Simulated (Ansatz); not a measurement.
# BCl3H2Se: up Jacob's ladder to CCSD(T)

One table from this session's results is given with a row withheld; the runs are named, their logs left out.

Computed with Ansatz 0.2.0, Gaussian basis. Level: functionals in def2-TZVPP, the program's frozen cores in correlated methods.

Plan: LDA (SPW92), PBE-D4, revPBE-D4, BLYP-D4, r2SCAN-D4, B97M-V, PBE0-D4, B3LYP-D4, r2SCANh-D4, r2SCAN0-D4, HSE06-D4, BHLYP-D4, CAM-B3LYP-D4, LC-ωPBE, ωB97X-V, ωB97M-V, B2PLYP, PBE-QIDH; CCSD(T)/def2-SVP; CCSD(T)/def2-TZVPP; MP2/def2-QZVPP; extrapolation to the limit; RPA on PBE.

### The geometry

An earlier PBE0-D4 in a triple-zeta def2 set relaxation fixed the geometry.

SMILES `Cl[B-](Cl)(Cl)[SeH2+]`, 7 atoms, charge 0, spin multiplicity 1.

Atoms are counted from 1 here; the program's logs count them from 0.

Bond lengths: Cl1–B2 1.798 Å, B2–Cl3 1.794 Å, B2–Cl4 1.798 Å, B2–Se5 2.306 Å, Se5–H6 1.470 Å, Se5–H7 1.470 Å. Angles: Cl1–B2–Cl3 115.6°, Cl1–B2–Cl4 115.8°, Cl1–B2–Se5 100.7°, Cl3–B2–Cl4 115.6°, Cl3–B2–Se5 105.2°, Cl4–B2–Se5 100.7°, B2–Se5–H6 97.3°, B2–Se5–H7 97.2°, H6–Se5–H7 91.7°.

The first run:

in.yaml reads:

```yaml
crystal:
  periodic: [false, false, false]
  atoms:
    - {symbol: Cl, position_ang: [0.937343, -1.193881, 1.699329]}
    - {symbol: B, position_ang: [0.100451, -0.916652, 0.132040]}
    - {symbol: Cl, position_ang: [1.149163, -0.957028, -1.323477]}
    - {symbol: Cl, position_ang: [-1.506803, -1.703025, -0.047475]}
    - {symbol: Se, position_ang: [-0.527341, 1.290370, 0.366111]}
    - {symbol: H, position_ang: [0.802824, 1.884291, 0.165604]}
    - {symbol: H, position_ang: [-0.894337, 1.528025, -1.037831]}
basis:
  gaussian: {orbitals: def2-TZVPP}
hamiltonian: {xc: lda}
output: {orbitals: {seedname: orbitals}}
```

The run is started by

```bash
ansatz run in.yaml --threads 4 --pin off --events-out ev --progress --plain --max-ram 10444MiB
```

Steps of the session up to this table: LDA; PBE-D4 (GGA); revPBE-D4 (GGA); BLYP-D4 (GGA); r2SCAN-D4 (meta-GGA); B97M-V (meta-GGA); B3LYP-D4 (hybrid); r2SCANh-D4 (hybrid); r2SCAN0-D4 (hybrid); HSE06-D4 (hybrid); BHLYP-D4 (hybrid); CAM-B3LYP-D4 (range-separated); LC-ωPBE (range-separated); ωB97X-V (range-separated); ωB97M-V (range-separated); B2PLYP (double hybrid); PBE-QIDH (double hybrid).

One table of the session follows, with a row left open; its other results are not shown here.

It belongs to the step «Frontier levels by functional». 

```
  functional  HOMO (eV)  gap (eV)
 LDA (SPW92)      -7.07      4.99
      PBE-D4      -6.93      5.01
   revPBE-D4      -6.87      5.01
     BLYP-D4      -6.76      4.91
   r2SCAN-D4      -7.29      5.58
      B97M-V      -7.39      5.64
     PBE0-D4          ?         ?
    B3LYP-D4      -8.04      6.76
  r2SCANh-D4      -7.80      6.43
  r2SCAN0-D4      -8.48      7.61
    HSE06-D4      -7.88      6.49
    BHLYP-D4      -9.34      9.27
CAM-B3LYP-D4      -9.55      9.61
     LC-ωPBE     -10.86     12.10
     ωB97X-V     -10.53     11.65
     ωB97M-V     -10.36     11.32
```

**Question.** Estimate the row for PBE0-D4.

**Answer.** HOMO (eV): -8.27; gap (eV): 7.26. In the column «HOMO (eV)» it lies between r2SCAN0-D4 (-8.48) and B3LYP-D4 (-8.04).
